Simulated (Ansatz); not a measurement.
This script drives the Python package of Ansatz (0.2.0).

Contents of `limgbn2.cif`:
```cif
data_LiMgBN2
_cell_length_a 5.199852
_cell_length_b 5.199852
_cell_length_c 5.199852
_cell_angle_alpha 136.90752
_cell_angle_beta 136.90752
_cell_angle_gamma 62.58037
_symmetry_space_group_name_H-M 'P 1'
_symmetry_Int_Tables_number 1
loop_
_symmetry_equiv_pos_as_xyz
'x, y, z'
loop_
_atom_site_label
_atom_site_type_symbol
_atom_site_fract_x
_atom_site_fract_y
_atom_site_fract_z
Li1 Li    0.250000    0.750000    0.500000
Mg2 Mg    0.750000    0.250000    0.500000
B3 B    0.500000    0.500000    0.000000
N4 N    0.651263    0.651263    0.000000
N5 N    0.348737    0.348737    0.000000
```

The script, `edit.py`:
```python
"""Editing single keys of the input for LiMgBN2."""

import ansatz as az
from ase.io import read

FUNCTIONAL = "pbesol"
MESH = (8, 8, 8)
OCCUPATIONS = "fixed"

atoms = read("limgbn2.cif")
cell = az.Crystal.from_ase(atoms)

model = cell.calculation()
model = model.functional(FUNCTIONAL).pseudopotentials("paw")
model = model.basis(34 * az.Ry)
model = model.kpoints(*MESH)
model = model.occupations(OCCUPATIONS)
model = model.band_table()
typed = model.input()
rows = []
for value in [2, 5, 10]:
    edited = typed.set(az.key.scf.mixing.ndim, value)
    summary = az.Session.from_dict(edited).plan().execute().report
    rows.append((value, summary["free_energy_ev"], summary["n_iterations"], len(summary["eigenvalues_ev"][0]) if "eigenvalues_ev" in summary else 0))
lines = [",".join(["history", "F eV", "iterations", "bands listed"])] + [",".join(f"{v:.4f}" if isinstance(v, float) else str(v) for v in row) for row in rows]
print("\n".join(lines))
with open("edit.csv", "w") as handle:
    handle.write("\n".join(lines) + "\n")
```

It is started by `python edit.py`. Estimate its wall time and peak memory on 1 thread of Arm Neoverse V1, on a shared host.

It took about 29 s, with a peak of 0.51 GiB, for 3 runs of the engine.

```console
$ python edit.py
history,F eV,iterations,bands listed
2,-3029.3830,11,17
5,-3029.3830,7,17
10,-3029.3830,6,17
```

Absolute energies stand on the zero of these potentials, so only differences at equal settings mean something. A total without «per atom» is that of the whole cell that was run. The structure comes from a database of computed cells and needn't be a stable or known phase.
